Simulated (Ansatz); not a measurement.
# CHfO: the cost of one run

The runs use Ansatz 0.2.0, Gaussian basis; def2-TZVPP, core rule «outside noble gas», up to 6 orbitals frozen.

Plan: UHF; CCSD(T) on RHF; CCSD(T) on UHF; CCSDT(Q) on RHF.

## 1. What is computed

The geometry is a PBE0/def2-TZVP stationary point (not a proven minimum). No spin-orbit coupling is included. Elements past krypton take def2 core potentials.

3 atoms, charge 0, spin multiplicity 1.

Atoms are counted from 1 here; the program's logs count them from 0.

Bond lengths: Hf1–C2 2.086 Å, C2–O3 1.160 Å. Angles: Hf1–C2–O3 180.0°.

Geometry (Å):

```tsv
atom	x (Å)	y (Å)	z (Å)
Hf1	0.0000	0.0000	1.7773
C2	0.0000	0.0000	-0.3088
O3	0.0000	0.0000	-1.4685
```

## 2. UHF

The input, in.yaml:

```yaml
crystal:
  periodic: [false, false, false]
  atoms:
    - {symbol: Hf, position_ang: [0.000000, 0.000000, 1.777301]}
    - {symbol: C, position_ang: [0.000000, 0.000000, -0.308795]}
    - {symbol: O, position_ang: [0.000000, 0.000000, -1.468506]}
basis:
  gaussian: {orbitals: def2-TZVPP}
magnetization: {spin_polarized: true, initial_magnetization: 0}
hamiltonian: {xc: hf}
output: {orbitals: {seedname: orbitals}}
```

The run is started by

```bash
$ ansatz run in.yaml --threads 1 --pin off --events-out ev --progress --plain --max-ram 4096MiB --backend cpu
```

Q: Estimate wall time and peak memory on 1 thread of AMD EPYC 7R13, shared host.

About 34 s, with a peak of 0.29 GiB.
